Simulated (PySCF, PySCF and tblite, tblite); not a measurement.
**C₂H₁₆GeSi₅: telling isomers apart by computed NMR**

Aim: see whether computed shieldings tell isomers of C₂H₁₆GeSi₅ apart.

Computed with tblite 0.8.0 (tight binding) and PySCF 2.14.0 (DFT, with response routines of our own); each step states its level. Atoms count from 0 throughout.

## Step 1: The starting structure

24 atoms, charge 0, multiplicity 1; geometry from: UFF geometry. This is the first candidate.

Bonds of the start (Å): C0–H10 1.11, C0–H8 1.11, C0–H9 1.10, C0–Si1 1.88, C2–H11 1.12, C2–H12 1.09, C2–H13 1.11, Ge5–H18 1.55, Ge5–H19 1.56, Ge5–Si6 2.31, Si1–C2 1.85, Si1–Si3 2.24, Si1–Si6 2.23, Si3–Ge5 2.31, Si3–H14 1.46, Si3–Si4 2.24, Si4–H15 1.47, Si4–H16 1.48, Si4–H17 1.46, Si6–H20 1.48, Si6–Si7 2.22, Si7–H21 1.47, Si7–H22 1.47, Si7–H23 1.47.

## Step 2: GFN2-xTB relaxation, isomer A, conformer 1

The job: settings as JSON, then the geometry in Å.

```
{"job": {"xc": "GFN2-xTB", "basis": "xTB", "kind": "relax"}, "charge": 0, "multiplicity": 1}
C      1.121700    -2.067600     0.703900
Si     0.179000    -0.788400    -0.304200
C     -0.298900    -1.404700    -1.984500
Si     1.209300     1.194000    -0.372400
Si     3.083500     1.168800     0.853100
Ge    -0.515400     2.191800     0.805200
Si    -1.511700     0.112300     0.835200
Si    -3.378700     0.120900    -0.369600
H      1.349700    -1.653400     1.708300
H      2.053100    -2.325300     0.188100
H      0.484700    -2.975700     0.814400
H     -0.829000    -0.591000    -2.535200
H      0.594500    -1.704600    -2.537400
H     -0.985800    -2.270400    -1.886000
H      1.356800     1.721800    -1.726000
H      4.069300     0.294800     0.211800
H      3.617700     2.541000     0.944600
H      2.781500     0.657400     2.192100
H     -1.299700     3.212500    -0.049600
H     -0.061000     2.658300     2.224300
H     -1.661100    -0.431000     2.200000
H     -4.417600     0.900200     0.325100
H     -3.840600    -1.259000    -0.549500
H     -3.113000     0.717200    -1.684100
```

The run is started by

```sh
$ OMP_NUM_THREADS=1 python ens_run.py task.json out
```

The driver reads the study from task.json and runs its stages one after another.

The log of the run:

```text
step      E/eV     max force
  0    -623.13279    1.986
  1    -623.33333    0.973
  2    -623.46248    0.733
  3    -623.54355    0.664
  4    -623.69236    0.628
  5    -623.77338    0.475
  6    -623.82075    0.457
  7    -623.85564    0.401
  8    -623.89197    0.641
  9    -623.92692    0.648
 10    -623.95627    0.372
 11    -623.97142    0.295
 12    -623.97854    0.247
 13    -623.98584    0.269
 14    -623.99546    0.289
 15    -624.00600    0.217
 16    -624.01494    0.169
 17    -624.02130    0.159
 18    -624.02596    0.146
 19    -624.03036    0.167
 20    -624.03463    0.175
 21    -624.03810    0.123
 22    -624.04134    0.127
 23    -624.04514    0.124
 24    -624.04974    0.199
 25    -624.05524    0.219
 26    -624.06128    0.188
 27    -624.06698    0.169
 28    -624.07197    0.192
 29    -624.07585    0.169
 30    -624.07819    0.100
 31    -624.08006    0.122
 32    -624.08232    0.130
 33    -624.08505    0.163
 34    -624.08784    0.134
 35    -624.08991    0.104
 36    -624.09118    0.072
 37    -624.09229    0.127
 38    -624.09363    0.142
 39    -624.09484    0.099
 40    -624.09570    0.063
 41    -624.09634    0.073
 42    -624.09698    0.079
 43    -624.09767    0.065
 44    -624.09813    0.060
 45    -624.09831    0.030
 46    -624.09831    0.030
 47    -624.09835    0.021
 48    -624.09851    0.027
 49    -624.09858    0.035
 50    -624.09882    0.045
 51    -624.09902    0.035
 52    -624.09926    0.036
 53    -624.09950    0.037
 54    -624.09976    0.049
 55    -624.09996    0.041
 56    -624.10011    0.025
 57    -624.10025    0.032
 58    -624.10047    0.042
 59    -624.10078    0.061
 60    -624.10111    0.055
 61    -624.10137    0.038
 62    -624.10158    0.032
 63    -624.10181    0.036
 64    -624.10210    0.045
 65    -624.10244    0.060
 66    -624.10281    0.061
 67    -624.10322    0.043
 68    -624.10362    0.045
 69    -624.10395    0.031
 70    -624.10417    0.031
 71    -624.10432    0.028
 72    -624.10447    0.037
 73    -624.10465    0.041
 74    -624.10484    0.034
 75    -624.10500    0.031
 76    -624.10514    0.034
 77    -624.10526    0.028
 78    -624.10538    0.024
 79    -624.10551    0.028
 80    -624.10564    0.036
 81    -624.10578    0.036
 82    -624.10590    0.025
 83    -624.10597    0.018
 84    -624.10604    0.019
 85    -624.10611    0.025
 86    -624.10620    0.026
 87    -624.10630    0.019
 88    -624.10638    0.018
 89    -624.10645    0.017
 90    -624.10651    0.021
 91    -624.10659    0.022
 92    -624.10667    0.021
 93    -624.10674    0.020
 94    -624.10680    0.018
 95    -624.10687    0.025
 96    -624.10696    0.028
 97    -624.10703    0.017
 98    -624.10707    0.012
 99    -624.10709    0.010
100    -624.10711    0.011
101    -624.10713    0.011
102    -624.10714    0.008
103    -624.10716    0.009
104    -624.10717    0.013
105    -624.10719    0.017
106    -624.10721    0.016
107    -624.10722    0.007
108    -624.10723    0.005
109    -624.10723    0.005
110    -624.10724    0.007
111    -624.10724    0.005
112    -624.10724    0.006
113    -624.10725    0.005
114    -624.10725    0.005
115    -624.10725    0.005
116    -624.10725    0.003
```

Wall time 1.7 s (1 thread of Arm Neoverse V2, shared host).

Relaxing gained 0.974 eV and moved the atoms by 0.33 Å on average (rms).

## Step 3: Shieldings, isomer A, conformer 1: KT3/pcSseg-1 in dichloromethane

The job: settings as JSON, then the geometry in Å.

```
{"job": {"xc": "KT3", "basis": "pcSseg-1", "solvent": "dichloromethane", "kind": "nmr", "pop": true}, "charge": 0, "multiplicity": 1}
C      1.039839    -2.246102     0.669193
Si     0.193763    -0.833912    -0.308362
C     -0.164839    -1.517025    -2.060552
Si     1.412372     1.223111    -0.242052
Si     3.441705     1.374137     0.860933
Ge    -0.510991     2.195535     0.810377
Si    -1.727222     0.129423     0.741901
Si    -3.791126     0.123067    -0.305976
H      1.279099    -1.927010     1.678946
H      1.964804    -2.565135     0.197025
H      0.394692    -3.116428     0.745102
H     -0.652560    -0.766357    -2.674763
H      0.750771    -1.809452    -2.566091
H     -0.813201    -2.388148    -2.028448
H      1.552910     1.791631    -1.599684
H      4.462210     0.516290     0.251897
H      4.009437     2.723307     0.919251
H      3.280561     0.920709     2.245890
H     -1.157531     3.387757     0.116460
H     -0.290146     2.830681     2.177405
H     -1.880018    -0.381109     2.121156
H     -4.841329     0.857875     0.403408
H     -4.297501    -1.236868    -0.512250
H     -3.667434     0.733786    -1.633209
```

The log of the run:

```text
coarse grid: 89392 points
cycle   1  E = -3630.8892172232  dE = -6.222e-01  |g| = 7.528e-01  |ddm| = 4.575e+00
cycle   2  E = -3630.7722109914  dE =  1.170e-01  |g| = 9.478e-01  |ddm| = 1.583e+00
cycle   3  E = -3630.9866268695  dE = -2.144e-01  |g| = 1.459e-01  |ddm| = 1.136e+00
cycle   4  E = -3630.9929507168  dE = -6.324e-03  |g| = 4.042e-02  |ddm| = 2.849e-01
cycle   5  E = -3630.9934877784  dE = -5.371e-04  |g| = 9.925e-03  |ddm| = 9.221e-02
cycle   6  E = -3630.9935222079  dE = -3.443e-05  |g| = 3.043e-03  |ddm| = 2.239e-02
cycle   7  E = -3630.9935245147  dE = -2.307e-06  |g| = 7.001e-04  |ddm| = 5.586e-03
final grid: 181040 points
cycle   8  E = -3630.9935460753  dE =  5.437e-09  |g| = 9.901e-04  |ddm| = 4.997e-03
cycle   9  E = -3630.9935455645  dE =  5.108e-07  |g| = 1.569e-03  |ddm| = 4.595e-03
cycle  10  E = -3630.9935464082  dE = -8.437e-07  |g| = 8.526e-05  |ddm| = 2.882e-03
cycle  11  E = -3630.9935464104  dE = -2.152e-09  |g| = 1.869e-05  |ddm| = 1.775e-04
cycle  12  E = -3630.9935464105  dE = -1.055e-10  |g| = 4.213e-06  |ddm| = 3.657e-05
converged SCF energy = -3630.9935464105

GIAO shielding tensors (ppm)
atom      isotropic    diamagn.    paramagn.     s11        s22        s33       span
  0 C      182.117     252.779     -70.662    175.582    181.996    188.773     13.191
  1 Si     352.098     882.908    -530.810    324.914    346.494    384.886     59.972
  2 C      182.133     252.794     -70.661    175.601    182.032    188.767     13.166
  3 Si     444.441     885.060    -440.619    381.177    450.483    501.664    120.487
  4 Si     472.246     882.516    -410.271    454.541    471.168    491.028     36.487
  5 Ge    1641.520    2765.935   -1124.416   1552.704   1600.574   1771.281    218.577
  6 Si     444.446     885.061    -440.615    381.132    450.567    501.639    120.506
  7 Si     472.229     882.517    -410.287    454.494    471.195    490.999     36.505
  8 H       30.982      32.881      -1.899     26.725     29.722     36.499      9.773
  9 H       31.304      31.278       0.026     27.466     28.362     38.083     10.617
 10 H       31.281      31.080       0.201     26.843     28.675     38.327     11.484
 11 H       30.982      32.884      -1.902     26.725     29.724     36.499      9.775
 12 H       31.280      31.081       0.199     26.841     28.673     38.326     11.485
 13 H       31.304      31.279       0.025     27.465     28.363     38.084     10.619
 14 H       27.617      31.321      -3.704     24.886     25.557     32.409      7.523
 15 H       28.254      29.549      -1.295     24.354     26.341     34.067      9.713
 16 H       28.270      29.008      -0.737     24.551     25.872     34.387      9.836
 17 H       28.213      30.386      -2.174     24.879     27.122     32.637      7.758
 18 H       27.925      32.212      -4.287     21.751     22.837     39.187     17.437
 19 H       27.923      32.206      -4.283     21.745     22.833     39.191     17.445
 20 H       27.616      31.321      -3.705     24.885     25.557     32.405      7.520
 21 H       28.269      29.008      -0.738     24.549     25.875     34.384      9.835
 22 H       28.253      29.545      -1.292     24.355     26.335     34.069      9.714
 23 H       28.212      30.386      -2.174     24.878     27.124     32.634      7.756
```

Wall time 71 s (1 thread of Arm Neoverse V2, shared host); peak memory 1.6 GiB.

This run: HOMO -6.23 eV, LUMO -1.79 eV; dipole 2.07 D.

Orbitals, density, ELF and potential are computed afterwards from the orbital file.

Frontier orbitals at KT3/pcSseg-1, with the share of their density that lies nearest to each atom:

```tsv
orbital	energy (eV)	lies on
HOMO	-6.23	Si1, Si3, Si6 about 21 % each; Ge5 12 %
LUMO	-1.79	Si1, Si3, Si6 about 12 % each; Ge5 12 %; 4 H atoms about 6 % each
```

ELF in a plane through or near 4 of the atoms.

Ten even steps from '0' (0.00) to '9' (1.00):
```
0000000000000000000000000000
0000000000000000000000000000
0000000000000000000000000000
0000000000012112100000000000
0000010000035445300000100000
0004995100131551310015984000
0007998411361661631148997000
0004883155686226855514884000
0001207858435225348478121000
0002761168567557658610672000
0007999534587118854359997000
0008999300151771510049997000
0001673000024114200003761000
0000000001223332221000000000
0000000005861000686000000000
0000000001530000352000000000
0000000000000000000000000000
0000000000000000000000000000
0000000000000000000000000000
0000000000000000000000000000
```
The map spans 14.2 Å across and 12.0 Å up, centred on the molecule. Atoms in the plane (x, y in Å): Si1 (0.0, -0.9), Si4 (-3.7, 0.8), Ge5 (0.0, 2.4), Si7 (3.7, 0.8).

On the surface of density 0.002 e/bohr³ the electrostatic potential runs, from the 1st to the 99th percentile, from -0.22 to 1.00 V.

## Step 4: Single-point energy, isomer A, conformer 1: PBE0/def2-SVP in dichloromethane

The job, as its differences from that of step 3:

```diff
@@ -1,2 +1,2 @@
-{"job": {"xc": "KT3", "basis": "pcSseg-1", "solvent": "dichloromethane", "kind": "nmr", "pop": true}, "charge": 0, "multiplicity": 1}
+{"job": {"xc": "PBE0", "basis": "def2-SVP", "solvent": "dichloromethane", "kind": "sp"}, "charge": 0, "multiplicity": 1}
 C      1.039839    -2.246102     0.669193
```

The log of the run:

```text
coarse grid: 89392 points
cycle   1  E = -3608.5328474002  dE = -5.524e-01  |g| = 4.951e-01  |ddm| = 4.617e+00
cycle   2  E = -3608.5203583009  dE =  1.249e-02  |g| = 5.401e-01  |ddm| = 8.972e-01
cycle   3  E = -3608.5835522820  dE = -6.319e-02  |g| = 3.612e-02  |ddm| = 5.100e-01
cycle   4  E = -3608.5839478182  dE = -3.955e-04  |g| = 1.534e-02  |ddm| = 7.457e-02
cycle   5  E = -3608.5840382692  dE = -9.045e-05  |g| = 2.363e-03  |ddm| = 2.693e-02
cycle   6  E = -3608.5840402188  dE = -1.950e-06  |g| = 8.937e-04  |ddm| = 5.109e-03
final grid: 181040 points
cycle   7  E = -3608.5839713820  dE = -1.995e-08  |g| = 1.020e-03  |ddm| = 4.652e-03
cycle   8  E = -3608.5839712636  dE =  1.184e-07  |g| = 1.183e-03  |ddm| = 3.167e-03
cycle   9  E = -3608.5839717038  dE = -4.403e-07  |g| = 3.144e-05  |ddm| = 1.743e-03
cycle  10  E = -3608.5839717042  dE = -3.674e-10  |g| = 1.020e-05  |ddm| = 5.951e-05
converged SCF energy = -3608.5839717042
```

Run time: 22 s. Hardware: 1 thread of Arm Neoverse V2, shared host; peak memory 1.4 GiB.

Key values: HOMO -7.12 eV, LUMO -1.01 eV; dipole 2.04 D.

## Step 5: The ensemble, isomer A: properties at KT3/pcSseg-1 in dichloromethane

The job: settings as JSON, then the geometry in Å.

```
{"job": {"study": "conf", "smiles": "C[Si]1(C)[Si@H]([SiH3])[GeH2][Si@H]1[SiH3]", "search": {"seed": 5731, "n_embed": 45, "ff_keep": 10, "window": 2.5, "nmax": 3, "temps": [250, 298.15, 350], "t_ref": 298.15, "order": 0.002}, "level": {"nmr": {"xc": "KT3", "basis": "pcSseg-1", "solvent": "dichloromethane"}, "sp": {"xc": "PBE0", "basis": "def2-SVP", "solvent": "dichloromethane"}}, "kind": "conf"}, "charge": 0, "multiplicity": 1}
C      1.039839    -2.246102     0.669193
Si     0.193763    -0.833912    -0.308362
C     -0.164839    -1.517025    -2.060552
Si     1.412372     1.223111    -0.242052
Si     3.441705     1.374137     0.860933
Ge    -0.510991     2.195535     0.810377
Si    -1.727222     0.129423     0.741901
Si    -3.791126     0.123067    -0.305976
H      1.279099    -1.927010     1.678946
H      1.964804    -2.565135     0.197025
H      0.394692    -3.116428     0.745102
H     -0.652560    -0.766357    -2.674763
H      0.750771    -1.809452    -2.566091
H     -0.813201    -2.388148    -2.028448
H      1.552910     1.791631    -1.599684
H      4.462210     0.516290     0.251897
H      4.009437     2.723307     0.919251
H      3.280561     0.920709     2.245890
H     -1.157531     3.387757     0.116460
H     -0.290146     2.830681     2.177405
H     -1.880018    -0.381109     2.121156
H     -4.841329     0.857875     0.403408
H     -4.297501    -1.236868    -0.512250
H     -3.667434     0.733786    -1.633209
```

The log of the run:

```text
conformer  sym    E(xTB)   E(DFT)   G(298.15 K)  weight  dipole/D
    1     C2      0.000    0.000    0.000   1.0000    2.042

mean shielding (ppm) by class
class atoms           250 K   298.15 K      350 K
  0 C  0,2          182.125    182.125    182.125
  1 Si 1            352.098    352.098    352.098
  2 Si 3,6          444.444    444.444    444.444
  3 Si 4,7          472.238    472.238    472.238
  4 Ge 5            1641.52    1641.52    1641.52
  5 H  8,9,10        31.189     31.189     31.189
  6 H  14,20         27.617     27.617     27.617
  7 H  15,16,17      28.245     28.245     28.245
  8 H  18,19         27.924     27.924     27.924
```

Run time: 97 s. Hardware: 1 thread of Arm Neoverse V2, shared host. This counts the runs that the step sums up.

The search (ETKDG and KDG, UFF, GFN2-xTB) embedded 45 structures, kept 1 distinct ones after the force field and 1 after xTB; 1 was carried on (window 2.5 kcal/mol at the search's own energies). Energies: PBE0/def2-SVP in dichloromethane with D3(BJ).

The conformers at 298 K:

```tsv
no.	group	mirror pair	ΔE xTB	ΔE DFT	ΔG	weight (%)	μ (D)	A, B, C (GHz)
1	C2	no	0.00	0.00	0.00	100.0	2.04	0.77, 0.44, 0.32
```

Energies in kcal/mol. ΔG holds xTB vibrations and rotation, symmetry numbers and mirror pairs.

Shifts against references run at the same level (¹H TMS 31.74, ¹³C TMS 185.4, ²⁹Si TMS 361.5 ppm of shielding), by class of atoms, at 298 K:

```tsv
atoms	environment	average
C0, C2	methyl carbon bonded to Si	3.3
H14, H20	hydrogen on a silicon bonded to Ge, 2 Si, in a 4-membered ring	4.12
H18, H19	hydrogen on a germanium bonded to 2 Si, in a 4-membered ring	3.82
H15, H16, H17 and 3 more	hydrogen on a silicon bonded to Si	3.50
H8, H9, H10 and 3 more	hydrogen on a methyl carbon bonded to Si	0.55
Si1	silicon bonded to 2 C, 2 Si, in a 4-membered ring	9.4
Si3, Si6	silicon bonded to Ge, 2 Si, H, in a 4-membered ring	-83.0
Si4, Si7	silicon bonded to Si, 3 H	-110.8
Ge5	germanium bonded to 2 Si, 2 H, in a 4-membered ring	1642 (σ)
```

Effective distances for nuclear Overhauser effects, ⟨r⁻⁶⟩^(−1/6) over all pairs of two classes (Å): H14···H18 3.84.

[end of part 1 of 3]
